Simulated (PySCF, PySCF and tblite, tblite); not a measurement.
**C5H10GeO: conformers and averaged spectra**

Which conformers does C5H10GeO (`CC(=O)C/C=[CH]/[GeH3]`) populate, and what do their averaged NMR parameters look like?

Computed with tblite 0.8.0 (tight binding) and PySCF 2.14.0 (DFT, with response routines of our own); each step states its level. Atoms count from 0 throughout.

## (1) The starting structure

17 atoms, charge 0, multiplicity 1; geometry from: UFF geometry.

Bonds of the start (Å): C0–C1 1.50, C0–H7 1.11, C0–H8 1.11, C0–H9 1.11, C1–C3 1.51, C1–O2 1.20, C3–C4 1.50, C3–H10 1.12, C3–H11 1.11, C4–C5 1.33, C4–H12 1.08, C5–Ge6 1.93, C5–H13 1.08, Ge6–H14 1.55, Ge6–H15 1.55, Ge6–H16 1.54.

## (2) GFN2-xTB relaxation, conformer 1

What the job is given:

```
{"job": {"xc": "GFN2-xTB", "basis": "xTB", "kind": "relax"}, "charge": 0, "multiplicity": 1}
C     -2.376700     0.845700     0.630300
C     -1.822800     0.103100    -0.547000
O     -2.052600     0.483300    -1.666400
C     -0.954300    -1.110600    -0.350000
C      0.467200    -0.828200    -0.721700
C      1.235000    -0.019000     0.003900
Ge     3.059400     0.341100    -0.511400
H     -3.487800     0.838800     0.583400
H     -2.062200     0.394400     1.595500
H     -2.037700     1.900000     0.605900
H     -0.987700    -1.470200     0.711200
H     -1.349100    -1.944900    -0.974200
H      0.868000    -1.294000    -1.611300
H      0.854400     0.451700     0.901500
H      4.007400    -0.104700     0.631100
H      3.230000     1.859400    -0.742000
H      3.402600    -0.433900    -1.802400
```

Launch:

```console
> OMP_NUM_THREADS=1 python ens_run.py task.json out
```

The driver reads the study from task.json and runs its stages one after another.

Output:

```text
step      E/eV     max force
  0    -591.30941    1.747
  1    -591.39419    0.563
  2    -591.42099    0.424
  3    -591.43893    0.433
  4    -591.45045    0.304
  5    -591.45427    0.230
  6    -591.45729    0.147
  7    -591.46134    0.142
  8    -591.46410    0.219
  9    -591.46705    0.205
 10    -591.46906    0.117
 11    -591.47046    0.080
 12    -591.47151    0.080
 13    -591.47236    0.066
 14    -591.47290    0.045
 15    -591.47318    0.040
 16    -591.47339    0.044
 17    -591.47366    0.048
 18    -591.47400    0.048
 19    -591.47436    0.051
 20    -591.47473    0.052
 21    -591.47516    0.062
 22    -591.47570    0.072
 23    -591.47639    0.086
 24    -591.47729    0.081
 25    -591.47860    0.096
 26    -591.48062    0.163
 27    -591.48356    0.185
 28    -591.48686    0.168
 29    -591.48985    0.170
 30    -591.49297    0.162
 31    -591.49721    0.376
 32    -591.50064    0.380
 33    -591.50707    0.195
 34    -591.51131    0.147
 35    -591.51392    0.145
 36    -591.51926    0.194
 37    -591.52286    0.161
 38    -591.52477    0.173
 39    -591.52668    0.173
 40    -591.52786    0.111
 41    -591.53022    0.101
 42    -591.53115    0.137
 43    -591.53324    0.153
 44    -591.53444    0.103
 45    -591.53523    0.077
 46    -591.53575    0.080
 47    -591.53634    0.082
 48    -591.53759    0.091
 49    -591.53875    0.102
 50    -591.53989    0.097
 51    -591.54068    0.073
 52    -591.54126    0.058
 53    -591.54172    0.044
 54    -591.54210    0.046
 55    -591.54235    0.051
 56    -591.54261    0.056
 57    -591.54286    0.043
 58    -591.54337    0.044
 59    -591.54360    0.043
 60    -591.54398    0.046
 61    -591.54423    0.043
 62    -591.54454    0.043
 63    -591.54490    0.058
 64    -591.54541    0.059
 65    -591.54609    0.084
 66    -591.54684    0.090
 67    -591.54769    0.080
 68    -591.54852    0.074
 69    -591.54960    0.104
 70    -591.55045    0.077
 71    -591.55122    0.085
 72    -591.55204    0.072
 73    -591.55298    0.131
 74    -591.55366    0.136
 75    -591.55491    0.089
 76    -591.55587    0.092
 77    -591.55753    0.138
 78    -591.55864    0.166
 79    -591.56059    0.191
 80    -591.56216    0.110
 81    -591.56344    0.077
 82    -591.56416    0.082
 83    -591.56488    0.076
 84    -591.56545    0.063
 85    -591.56586    0.043
 86    -591.56608    0.047
 87    -591.56639    0.047
 88    -591.56665    0.065
 89    -591.56700    0.053
 90    -591.56742    0.058
 91    -591.56792    0.055
 92    -591.56843    0.050
 93    -591.56889    0.055
 94    -591.56911    0.091
 95    -591.56960    0.046
 96    -591.57000    0.042
 97    -591.57075    0.068
 98    -591.57166    0.109
 99    -591.57266    0.141
100    -591.57428    0.129
101    -591.57667    0.120
102    -591.57757    0.140
103    -591.57866    0.155
104    -591.57974    0.056
105    -591.58034    0.057
106    -591.58172    0.078
107    -591.58257    0.091
108    -591.58447    0.082
109    -591.58537    0.062
110    -591.58575    0.074
111    -591.58621    0.076
112    -591.58671    0.054
113    -591.58739    0.041
114    -591.58767    0.043
115    -591.58802    0.046
116    -591.58843    0.045
117    -591.58894    0.047
118    -591.58931    0.037
119    -591.58931    0.037
120    -591.58941    0.044
121    -591.58958    0.041
122    -591.58973    0.042
123    -591.58999    0.039
124    -591.59016    0.039
125    -591.59030    0.031
126    -591.59041    0.031
127    -591.59052    0.028
128    -591.59065    0.037
129    -591.59077    0.032
130    -591.59088    0.029
131    -591.59101    0.037
132    -591.59117    0.048
133    -591.59141    0.058
134    -591.59174    0.065
135    -591.59214    0.050
136    -591.59251    0.039
137    -591.59284    0.043
138    -591.59315    0.046
139    -591.59350    0.045
140    -591.59390    0.053
141    -591.59428    0.053
142    -591.59461    0.059
143    -591.59490    0.057
144    -591.59516    0.046
145    -591.59539    0.037
146    -591.59554    0.031
147    -591.59564    0.022
148    -591.59573    0.027
149    -591.59583    0.027
150    -591.59590    0.022
151    -591.59596    0.017
152    -591.59601    0.022
153    -591.59607    0.024
154    -591.59613    0.027
155    -591.59620    0.022
156    -591.59626    0.019
157    -591.59632    0.027
158    -591.59638    0.026
159    -591.59644    0.021
160    -591.59648    0.016
161    -591.59653    0.019
162    -591.59659    0.027
163    -591.59667    0.027
164    -591.59674    0.019
165    -591.59680    0.018
166    -591.59685    0.019
167    -591.59691    0.020
168    -591.59698    0.020
169    -591.59703    0.015
170    -591.59706    0.013
171    -591.59709    0.012
172    -591.59711    0.013
173    -591.59713    0.010
174    -591.59714    0.009
175    -591.59715    0.009
176    -591.59717    0.008
177    -591.59718    0.007
178    -591.59718    0.007
179    -591.59719    0.007
180    -591.59720    0.012
181    -591.59722    0.017
182    -591.59726    0.016
183    -591.59730    0.015
184    -591.59734    0.017
185    -591.59738    0.021
186    -591.59743    0.030
187    -591.59747    0.033
188    -591.59751    0.016
189    -591.59756    0.015
190    -591.59758    0.013
191    -591.59761    0.013
192    -591.59762    0.009
193    -591.59763    0.012
194    -591.59764    0.010
195    -591.59765    0.009
196    -591.59766    0.007
197    -591.59767    0.009
198    -591.59768    0.009
199    -591.59769    0.012
200    -591.59770    0.009
201    -591.59770    0.005
202    -591.59771    0.005
203    -591.59771    0.006
204    -591.59772    0.009
205    -591.59772    0.006
206    -591.59773    0.006
207    -591.59773    0.007
208    -591.59774    0.008
209    -591.59775    0.010
210    -591.59776    0.007
211    -591.59777    0.007
212    -591.59778    0.008
213    -591.59779    0.011
214    -591.59780    0.012
215    -591.59781    0.008
216    -591.59783    0.008
217    -591.59784    0.010
218    -591.59785    0.011
219    -591.59787    0.009
220    -591.59788    0.008
221    -591.59789    0.008
222    -591.59790    0.010
223    -591.59792    0.008
224    -591.59792    0.006
225    -591.59792    0.004
```

Run time: 1.4 s. Hardware: 1 thread of Arm Neoverse V1, shared host.

Relaxing gained 0.289 eV and moved the atoms by 0.75 Å on average (rms).

GFN2-xTB relaxation, conformer 2:

What the job is given:

```
{"job": {"xc": "GFN2-xTB", "basis": "xTB", "kind": "relax"}, "charge": 0, "multiplicity": 1}
C     -2.423100     0.635800    -0.612400
C     -1.816500    -0.499000     0.126300
O     -2.216900    -0.789500     1.253200
C     -0.668100    -1.274500    -0.461300
C      0.595500    -0.472000    -0.421800
C      1.221000    -0.190700     0.714700
Ge     2.843200     0.854000     0.711700
H     -3.504000     0.438500    -0.772300
H     -2.318500     1.569100    -0.019500
H     -1.943800     0.780000    -1.592400
H     -0.516500    -2.233700     0.103400
H     -0.916500    -1.550400    -1.501600
H      1.001400    -0.113300    -1.360200
H      0.837000    -0.544000     1.663200
H      2.551900     2.252200     0.100600
H      3.918200     0.125100    -0.115500
H      3.348800     1.024500     2.174000
```

Output:

```text
step      E/eV     max force
  0    -591.29737    2.657
  1    -591.36364    2.829
  2    -591.42651    0.505
  3    -591.44739    0.374
  4    -591.46706    0.348
  5    -591.47059    0.248
  6    -591.47537    0.200
  7    -591.47822    0.188
  8    -591.48194    0.220
  9    -591.48404    0.177
 10    -591.48590    0.119
 11    -591.48740    0.106
 12    -591.48887    0.096
 13    -591.48998    0.089
 14    -591.49073    0.070
 15    -591.49127    0.062
 16    -591.49183    0.065
 17    -591.49248    0.068
 18    -591.49312    0.063
 19    -591.49364    0.063
 20    -591.49405    0.062
 21    -591.49443    0.061
 22    -591.49479    0.057
 23    -591.49513    0.047
 24    -591.49545    0.053
 25    -591.49579    0.047
 26    -591.49618    0.047
 27    -591.49661    0.062
 28    -591.49710    0.065
 29    -591.49765    0.073
 30    -591.49828    0.080
 31    -591.49896    0.062
 32    -591.49961    0.078
 33    -591.50020    0.075
 34    -591.50075    0.065
 35    -591.50126    0.060
 36    -591.50174    0.047
 37    -591.50225    0.071
 38    -591.50283    0.085
 39    -591.50350    0.074
 40    -591.50419    0.070
 41    -591.50482    0.067
 42    -591.50538    0.070
 43    -591.50595    0.064
 44    -591.50659    0.072
 45    -591.50740    0.068
 46    -591.50846    0.085
 47    -591.50969    0.081
 48    -591.51085    0.084
 49    -591.51130    0.148
 50    -591.51269    0.077
 51    -591.51383    0.095
 52    -591.51784    0.112
 53    -591.52019    0.150
 54    -591.52216    0.111
 55    -591.52392    0.113
 56    -591.52494    0.080
 57    -591.52589    0.084
 58    -591.52692    0.070
 59    -591.52763    0.064
 60    -591.52812    0.059
 61    -591.52881    0.063
 62    -591.52948    0.066
 63    -591.53032    0.068
 64    -591.53142    0.084
 65    -591.53290    0.098
 66    -591.53447    0.111
 67    -591.53564    0.108
 68    -591.53637    0.102
 69    -591.53770    0.080
 70    -591.53916    0.079
 71    -591.54113    0.104
 72    -591.54278    0.180
 73    -591.54408    0.090
 74    -591.54534    0.088
 75    -591.54691    0.099
 76    -591.54780    0.089
 77    -591.54866    0.082
 78    -591.54926    0.064
 79    -591.54996    0.074
 80    -591.55079    0.082
 81    -591.55166    0.081
 82    -591.55250    0.066
 83    -591.55326    0.056
 84    -591.55397    0.057
 85    -591.55462    0.076
 86    -591.55527    0.073
 87    -591.55606    0.066
 88    -591.55710    0.083
 89    -591.55837    0.094
 90    -591.55964    0.085
 91    -591.56074    0.085
 92    -591.56166    0.067
 93    -591.56247    0.064
 94    -591.56315    0.054
 95    -591.56358    0.048
 96    -591.56385    0.037
 97    -591.56385    0.037
 98    -591.56396    0.037
 99    -591.56422    0.039
100    -591.56431    0.031
101    -591.56443    0.027
102    -591.56451    0.028
103    -591.56458    0.030
104    -591.56465    0.023
105    -591.56475    0.020
106    -591.56483    0.021
107    -591.56489    0.018
108    -591.56496    0.020
109    -591.56504    0.029
110    -591.56515    0.033
111    -591.56530    0.030
112    -591.56547    0.033
113    -591.56566    0.033
114    -591.56585    0.036
115    -591.56605    0.037
116    -591.56629    0.036
117    -591.56657    0.048
118    -591.56692    0.057
119    -591.56736    0.068
120    -591.56791    0.076
121    -591.56854    0.065
122    -591.56918    0.057
123    -591.56978    0.058
124    -591.57032    0.067
125    -591.57072    0.064
126    -591.57095    0.063
127    -591.57127    0.060
128    -591.57154    0.047
129    -591.57186    0.032
130    -591.57200    0.032
131    -591.57217    0.027
132    -591.57229    0.025
133    -591.57240    0.029
134    -591.57251    0.029
135    -591.57263    0.032
136    -591.57279    0.041
137    -591.57298    0.032
138    -591.57319    0.037
139    -591.57346    0.043
140    -591.57381    0.054
141    -591.57425    0.056
142    -591.57465    0.050
143    -591.57495    0.050
144    -591.57523    0.048
145    -591.57557    0.052
146    -591.57604    0.059
147    -591.57642    0.054
148    -591.57692    0.044
149    -591.57735    0.059
150    -591.57773    0.054
151    -591.57800    0.037
152    -591.57818    0.053
153    -591.57843    0.057
154    -591.57861    0.036
155    -591.57886    0.024
156    -591.57894    0.022
157    -591.57908    0.022
158    -591.57914    0.020
159    -591.57921    0.020
160    -591.57928    0.020
161    -591.57937    0.023
162    -591.57944    0.022
163    -591.57951    0.017
164    -591.57958    0.018
165    -591.57966    0.029
166    -591.57975    0.027
167    -591.57982    0.020
168    -591.57988    0.017
169    -591.57992    0.017
170    -591.57996    0.017
171    -591.57999    0.013
172    -591.58002    0.013
173    -591.58006    0.015
174    -591.58011    0.018
175    -591.58016    0.014
176    -591.58019    0.014
177    -591.58021    0.019
178    -591.58024    0.013
179    -591.58028    0.014
180    -591.58030    0.014
181    -591.58031    0.010
182    -591.58033    0.010
183    -591.58035    0.011
184    -591.58037    0.010
185    -591.58038    0.008
186    -591.58039    0.009
187    -591.58040    0.009
188    -591.58042    0.010
189    -591.58044    0.010
190    -591.58046    0.010
191    -591.58047    0.010
192    -591.58049    0.009
193    -591.58051    0.010
194    -591.58053    0.010
195    -591.58056    0.009
196    -591.58057    0.011
197    -591.58059    0.010
198    -591.58061    0.012
199    -591.58065    0.015
200    -591.58069    0.018
201    -591.58073    0.017
202    -591.58076    0.015
203    -591.58079    0.017
204    -591.58083    0.014
205    -591.58087    0.016
206    -591.58090    0.015
207    -591.58093    0.017
208    -591.58095    0.016
209    -591.58098    0.014
210    -591.58101    0.017
211    -591.58105    0.022
212    -591.58108    0.018
213    -591.58110    0.014
214    -591.58111    0.015
215    -591.58113    0.011
216    -591.58115    0.011
217    -591.58117    0.015
218    -591.58119    0.016
219    -591.58120    0.014
220    -591.58122    0.019
221    -591.58123    0.014
222    -591.58124    0.010
223    -591.58125    0.006
224    -591.58126    0.005
225    -591.58126    0.004
```

Run time: 1.3 s. Hardware: 1 thread of Arm Neoverse V1, shared host.

The energy fell by 0.284 eV, and the atoms moved 0.58 Å (root mean square).

## (3) Shieldings, conformer 1: wB97X-D/pcSseg-1 in acetone

What the job is given:

```
{"job": {"xc": "wB97X-D", "basis": "pcSseg-1", "solvent": "acetone", "kind": "nmr", "pop": true}, "charge": 0, "multiplicity": 1}
C     -2.177041     1.043987     0.260553
C     -2.021347    -0.104772    -0.698767
O     -2.606199    -0.179888    -1.746465
C     -1.024844    -1.163487    -0.243742
C      0.346983    -0.698256    -0.629537
C      1.279214    -0.298766     0.225378
Ge     3.034541     0.332954    -0.304226
H     -2.701048     0.696705     1.149597
H     -1.198383     1.408973     0.563950
H     -2.749400     1.845636    -0.198392
H     -1.090294    -1.303473     0.835495
H     -1.251222    -2.098538    -0.759645
H      0.539243    -0.676498    -1.694883
H      1.063638    -0.326020     1.287893
H      4.113129    -0.525196     0.273340
H      3.268456     1.719934     0.204283
H      3.167576     0.338734    -1.788339
```

Output:

```text
coarse grid: 63216 points
cycle   1  E = -2348.3183300380  dE =  3.025e-01  |g| = 1.125e+00  |ddm| = 3.674e+00
cycle   2  E = -2348.2156042786  dE =  1.027e-01  |g| = 1.351e+00  |ddm| = 1.434e+00
cycle   3  E = -2348.4766240125  dE = -2.610e-01  |g| = 1.653e-01  |ddm| = 9.065e-01
cycle   4  E = -2348.4809735068  dE = -4.349e-03  |g| = 6.563e-02  |ddm| = 1.212e-01
cycle   5  E = -2348.4815048170  dE = -5.313e-04  |g| = 8.461e-03  |ddm| = 4.507e-02
cycle   6  E = -2348.4815258218  dE = -2.100e-05  |g| = 3.432e-03  |ddm| = 1.367e-02
cycle   7  E = -2348.4815296626  dE = -3.841e-06  |g| = 7.676e-04  |ddm| = 5.545e-03
final grid: 134008 points
cycle   8  E = -2348.4809179328  dE = -1.929e-06  |g| = 6.684e-04  |ddm| = 3.716e-03
cycle   9  E = -2348.4809179661  dE = -3.331e-08  |g| = 7.242e-04  |ddm| = 9.022e-04
cycle  10  E = -2348.4809180487  dE = -8.258e-08  |g| = 1.012e-04  |ddm| = 5.046e-04
cycle  11  E = -2348.4809180524  dE = -3.701e-09  |g| = 6.101e-05  |ddm| = 1.679e-04
cycle  12  E = -2348.4809180533  dE = -9.650e-10  |g| = 1.514e-05  |ddm| = 7.830e-05
converged SCF energy = -2348.4809180533

GIAO shielding tensors (ppm)
atom      isotropic    diamagn.    paramagn.     s11        s22        s33       span
  0 C      156.525     251.895     -95.370    132.109    146.746    190.719     58.610
  1 C      -31.091     251.842    -282.933   -109.392    -84.130    100.248    209.640
  2 O     -295.491     400.209    -695.700   -840.727   -369.516    323.770   1164.497
  3 C      128.850     252.153    -123.303    102.964    131.085    152.500     49.537
  4 C       32.244     257.719    -225.475    -93.948     43.945    146.735    240.683
  5 C       52.872     259.423    -206.551    -53.531     49.776    162.372    215.903
  6 Ge    1564.336    2753.423   -1189.087   1467.724   1543.069   1682.216    214.492
  7 H       29.518      28.757       0.760     26.249     28.579     33.725      7.475
  8 H       28.807      32.719      -3.912     24.524     29.643     32.254      7.730
  9 H       30.151      28.799       1.352     26.837     28.074     35.543      8.707
 10 H       28.193      32.782      -4.589     26.876     27.883     29.820      2.944
 11 H       28.733      30.987      -2.254     26.439     27.357     32.405      5.966
 12 H       25.364      34.315      -8.951     21.524     23.983     30.584      9.060
 13 H       25.381      33.968      -8.587     23.489     23.974     28.680      5.191
 14 H       28.057      28.190      -0.133     21.702     22.744     39.725     18.023
 15 H       28.057      28.607      -0.550     21.661     23.054     39.456     17.795
 16 H       28.219      28.920      -0.701     21.746     23.763     39.149     17.403
```

Wall time 42 s (1 thread of Arm Neoverse V1, shared host); peak memory 1 GiB.

This run: HOMO -9.00 eV, LUMO 0.98 eV; dipole 3.46 D.

## (4) Single-point energy, conformer 1: PBE0/def2-SVP in acetone

The job, as its differences from that of step 3:

```diff
@@ -1,2 +1,2 @@
-{"job": {"xc": "wB97X-D", "basis": "pcSseg-1", "solvent": "acetone", "kind": "nmr", "pop": true}, "charge": 0, "multiplicity": 1}
+{"job": {"xc": "PBE0", "basis": "def2-SVP", "solvent": "acetone", "kind": "sp"}, "charge": 0, "multiplicity": 1}
 C     -2.177041     1.043987     0.260553
```

Output:

```text
coarse grid: 63216 points
cycle   1  E = -2347.5725967973  dE =  1.611e-01  |g| = 8.366e-01  |ddm| = 4.176e+00
cycle   2  E = -2347.3101879811  dE =  2.624e-01  |g| = 1.438e+00  |ddm| = 2.427e+00
cycle   3  E = -2347.6980305155  dE = -3.878e-01  |g| = 1.875e-01  |ddm| = 1.787e+00
cycle   4  E = -2347.7051822616  dE = -7.152e-03  |g| = 4.242e-02  |ddm| = 1.892e-01
cycle   5  E = -2347.7055015347  dE = -3.193e-04  |g| = 1.106e-02  |ddm| = 4.391e-02
cycle   6  E = -2347.7055274096  dE = -2.587e-05  |g| = 3.649e-03  |ddm| = 1.230e-02
cycle   7  E = -2347.7055302505  dE = -2.841e-06  |g| = 1.404e-03  |ddm| = 3.915e-03
final grid: 134008 points
cycle   8  E = -2347.7055336779  dE =  6.067e-07  |g| = 2.202e-03  |ddm| = 4.299e-03
cycle   9  E = -2347.7055317566  dE =  1.921e-06  |g| = 3.652e-03  |ddm| = 5.552e-03
cycle  10  E = -2347.7055347771  dE = -3.020e-06  |g| = 1.969e-04  |ddm| = 3.430e-03
cycle  11  E = -2347.7055347851  dE = -8.043e-09  |g| = 3.992e-05  |ddm| = 1.819e-04
cycle  12  E = -2347.7055347854  dE = -3.201e-10  |g| = 5.258e-06  |ddm| = 3.962e-05
converged SCF energy = -2347.7055347854
```

Wall time 12 s (1 thread of Arm Neoverse V1, shared host); peak memory 0.8 GiB.

Key values: HOMO -7.00 eV, LUMO -0.70 eV; dipole 3.16 D.

[end of part 1 of 2]
